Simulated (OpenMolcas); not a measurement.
# B3H3O (SMILES BB1BO1) at 5 levels

We compute a comparison of 5 runs (HF/STO-3G, HF/3-21G, HF/6-311G**, B3LYP/6-31G*, TPSSh/cc-pVDZ) of B3H3O. 

The results are computed with OpenMolcas 26.06.

4 further runs of the same task are left out: 4 set aside as unsound or not needed.

## 1. Starting point

B3H3O has 7 atoms, charge 0, and is taken as a singlet. SMILES: `BB1BO1`. The shape is that of a GFN2-xTB optimisation.

Bond lengths: B1–B2 1.584 Å, B2–B3 1.561 Å, B2–O4 1.394 Å, B3–O4 1.346 Å, B1–H5 1.175 Å, B1–H6 1.174 Å, B3–H7 1.157 Å. Angles: B1–B2–B3 162.6°, B1–B2–O4 143.6°, B3–B2–O4 53.8°, B2–B3–O4 56.7°, B2–O4–B3 69.4°, B2–B1–H5 122.0°, B2–B1–H6 122.7°, B2–B3–H7 172.7°, O4–B3–H7 130.6°, H5–B1–H6 114.9°.

## 2. Energy and forces at HF/STO-3G (run 1)

File test.inp:

```
&GATEWAY
 BASLIB=$CurrDir
 BASISSET
 B.STO-3G....
 B1 -1.055910 0.914400 -0.441010 angstrom
 B2 0.006890 -0.140940 0.073420 angstrom
 B3 1.352420 -0.852730 0.418690 angstrom
 End of Basis
 BASISSET
 O.STO-3G....
 O4 0.146230 -1.404220 0.645540 angstrom
 End of Basis
 BASISSET
 H.STO-3G....
 H5 -1.400040 0.955630 -1.563440 angstrom
 H6 -1.465920 1.782890 0.234360 angstrom
 H7 2.416340 -1.255030 0.632430 angstrom
 End of Basis

&SEWARD

&SCF
 THRESHOLDS=1e-10 1e-07 1e-07 1e-05
 PRORBITALS=1

&ALASKA
```

The basis set STO-3G is read from a file made from the Basis Set Exchange's data (not shown).

Command:

```sh
$ export MOLCAS_MEM=1860
$ pymolcas test.inp > test.log
```

What it wrote:

```text
--- Start Module: gateway ---
[...]
--- Stop Module: gateway /rc=_RC_ALL_IS_WELL_ ---
[...]
      Basis functions           23
[...]
--- Start Module: scf ---
[...]
       Convergence after  13 Iterations
[...]
::    Total SCF energy                               -148.6987783018
[...]
      Total spin, S                                     0.0000000000
[...]
      Total electronic charge=   26.000000
      Total            charge=   -0.000000
[...]
      Dipole Moment (debye):
      Origin of the operator (angstrom)=    0.1004   -0.4196    0.1957
                   X=  1.9514E-01               Y=  1.3455E-01               Z= -5.6301E-02           Total=  2.4362E-01
      Quadrupole Moment (debye*angstrom):
[...]
 *              Molecular gradients               *
 **************************************************
  Irreducible representation: a
 ------------------------------------------------------------------------------------------
                              X                       Y                       Z
 ------------------------------------------------------------------------------------------
  B1                2.41403721377340E-02   -2.65535861709698E-02    1.31527559450906E-02
  B2               -3.86954982485745E-02    3.30635908502606E-02   -1.50222565245706E-02
  B3                5.26206750159020E-03   -6.40758090375471E-03    1.50747966490494E-03
  O4                1.39242064675527E-02   -6.78136763109549E-03    3.46494285687537E-03
  H5               -3.16471395543050E-03    3.33540957355100E-03   -8.04723620098757E-03
  H6               -3.70209852907943E-03    7.97490431854131E-03    2.20712788340038E-03
  H7                2.23566462618763E-03   -4.63137003655234E-03    2.73718637529263E-03
 ------------------------------------------------------------------------------------------
[...]
```

It took 1.8 s on 1 thread of Arm Neoverse V2, shared host; peak memory 0.37 GiB.

## 3. Energy and gradient at HF/3-21G (run 2)

File job.inp:

```
>>> EXPORT MOLCAS_PRINT=2

&GATEWAY
  BasLib=$CurrDir
  BasisSet
  B.3-21G....
  B1 -1.055910 0.914400 -0.441010 angstrom
  B2 0.006890 -0.140940 0.073420 angstrom
  B3 1.352420 -0.852730 0.418690 angstrom
  End of Basis
  BasisSet
  O.3-21G....
  O4 0.146230 -1.404220 0.645540 angstrom
  End of Basis
  BasisSet
  H.3-21G....
  H5 -1.400040 0.955630 -1.563440 angstrom
  H6 -1.465920 1.782890 0.234360 angstrom
  H7 2.416340 -1.255030 0.632430 angstrom
  End of Basis

&SEWARD

&SCF
  Thresholds=1e-10 1e-07 1e-07 1e-05
  PrOrbitals=1

&ALASKA
```

The basis set 3-21G is read from a file made from the Basis Set Exchange's data (not shown).

Command:

```sh
$ export MOLCAS_MEM=1860
$ pymolcas job.inp > job.log
```

What it wrote:

```text
--- Start Module: gateway ---
[...]
--- Stop Module: gateway /rc=_RC_ALL_IS_WELL_ ---
[...]
      Basis functions           42
[...]
--- Start Module: scf ---
[...]
       Convergence after  14 Iterations
[...]
::    Total SCF energy                               -149.7852951678
[...]
      Total spin, S                                     0.0000000000
[...]
      Total electronic charge=   26.000000
      Total            charge=   -0.000000
[...]
      Dipole Moment (debye):
      Origin of the operator (angstrom)=    0.1004   -0.4196    0.1957
                   X=  4.3061E-01               Y=  6.5428E-01               Z= -2.9171E-01           Total=  8.3583E-01
      Quadrupole Moment (debye*angstrom):
[...]
 *              Molecular gradients               *
 **************************************************
  Irreducible representation: a
 ------------------------------------------------------------------------------------------
                              X                       Y                       Z
 ------------------------------------------------------------------------------------------
  B1                1.68137244863422E-02   -1.73165257648904E-02    8.35647304205100E-03
  B2                1.47672480768124E-03   -7.57153116560438E-03    3.98585993405831E-03
  B3               -5.41059983818908E-02   -8.29975051028198E-03    1.47566995799056E-03
  O4                3.79437878947702E-02    3.52443775750366E-02   -1.50972726632093E-02
  H5                1.93600776261704E-03    1.75108015172371E-03    8.69857733893964E-03
  H6                2.36063750738413E-03   -5.57292071967153E-03   -6.98335333806988E-03
  H7               -6.42488407692854E-03    1.76527043369923E-03   -4.35954271744143E-04
 ------------------------------------------------------------------------------------------
[...]
```

Run time: 1.9 s. Hardware: 1 thread of Arm Neoverse V2, shared host; peak memory 0.38 GiB.

Runs 3 to 4 aren't shown in full; the table further down has their settings and results.

## 4. Energy and gradient at TPSSh/cc-pVDZ (run 5)

File geom.xyz:

```xyz
7

B     -1.055910     0.914400    -0.441010
B      0.006890    -0.140940     0.073420
B      1.352420    -0.852730     0.418690
O      0.146230    -1.404220     0.645540
H     -1.400040     0.955630    -1.563440
H     -1.465920     1.782890     0.234360
H      2.416340    -1.255030     0.632430
```

File calc.inp:

```
* B3H3O Kohn-Sham DFT

&gateway
  baslib = $CurrDir
  coord = geom.xyz
  basis = cc-pVDZ
  group = NoSym

&seward
  gridinput
  Grid=UltraFine
  End of Grid

&scf
  ksdft = HYB_MGGA_XC_TPSSH
  thresholds = 1e-10 1e-07 1e-07 1e-05
  prorbitals = 1 1

&alaska
```

The basis set cc-pVDZ is read from a file made from the Basis Set Exchange's data (not shown).

Command:

```sh
$ export MOLCAS_MEM=1860
$ pymolcas calc.inp > calc.log
```

What it wrote:

```text
--- Start Module: gateway ---
[...]
--- Stop Module: gateway /rc=_RC_ALL_IS_WELL_ ---
[...]
      Basis functions           71
[...]
--- Start Module: scf ---
[...]
       Convergence after  15 Iterations
[...]
::    Total KS-DFT energy                            -151.5730057274
[...]
      Total spin, S                                     0.0000000000
[...]
      Total electronic charge=   26.000000
      Total            charge=   -0.000000
[...]
      Dipole Moment (debye):
      Origin of the operator (angstrom)=    0.1004   -0.4196    0.1957
                   X=  5.0642E-01               Y= -1.9469E-01               Z=  9.9345E-02           Total=  5.5157E-01
      Quadrupole Moment (debye*angstrom):
[...]
 *              Molecular gradients               *
 **************************************************
  Irreducible representation: a
 ------------------------------------------------------------------------------------------
                              X                       Y                       Z
 ------------------------------------------------------------------------------------------
  B1                6.62391742223356E-03   -4.02979072404985E-03    1.88420955630297E-03
  B2                7.24755806994448E-03   -8.39811566628956E-03    4.48634733918007E-03
  B3               -2.44934727695796E-02   -4.76239484777874E-03    7.66541350507965E-04
  O4                1.83620894796404E-02    2.23479457373728E-02   -9.64604081696763E-03
  H5                3.73725378812240E-03    7.01696755316394E-04    1.61503865323094E-02
  H6                4.61037928134256E-03   -1.19093919953071E-02   -1.08643862940714E-02
  H7               -1.60877252717055E-02    6.05005074074694E-03   -2.77705766726238E-03
 ------------------------------------------------------------------------------------------
[...]
```

It took 32 s on 1 thread of Arm Neoverse V2, shared host; peak memory 0.42 GiB.

## 5. The series

```csv
run,level,integration grid,energy (Eh),dipole moment (D),HOMO energy (eV),LUMO energy (eV),wall time
1,HF/STO-3G,–,-148.698778,0.24,-8.22,5.99,1.8 s
2,HF/3-21G,–,-149.785295,0.84,-10.27,1.76,1.9 s
3,HF/6-311G**,–,-150.671435,0.56,-10.12,1.66,7.8 s
4,B3LYP/6-31G* (spherical functions),UltraFine,-151.557338,0.53,-6.86,-1.82,18 s
5,TPSSh/cc-pVDZ,UltraFine,-151.573006,0.55,-6.59,-2.26,32 s
```

## 6. What came out

| quantity | value |
| --- | --- |
| run 5: total energy | -151.57301 Eh |
| run 5: dipole moment | 0.55 D |
| run 5: HOMO energy | -6.59 eV |
| run 5: LUMO energy | -2.26 eV |
| run 5: HOMO–LUMO gap | 4.33 eV |
| run 5: largest force on an atom | 1.568 eV/Å |

In words: The dipole moment (its size) runs from 0.24 D (HF/STO-3G) to 0.84 D (HF/3-21G). The HOMO–LUMO gap runs from 4.33 eV (TPSSh/cc-pVDZ) to 14.21 eV (HF/STO-3G). The two ends differ in method and basis. Totals of different functionals can't be ranked against each other. In run 1 the basis is minimal, so the values are rough. All runs together took 61 s, the longest 32 s.
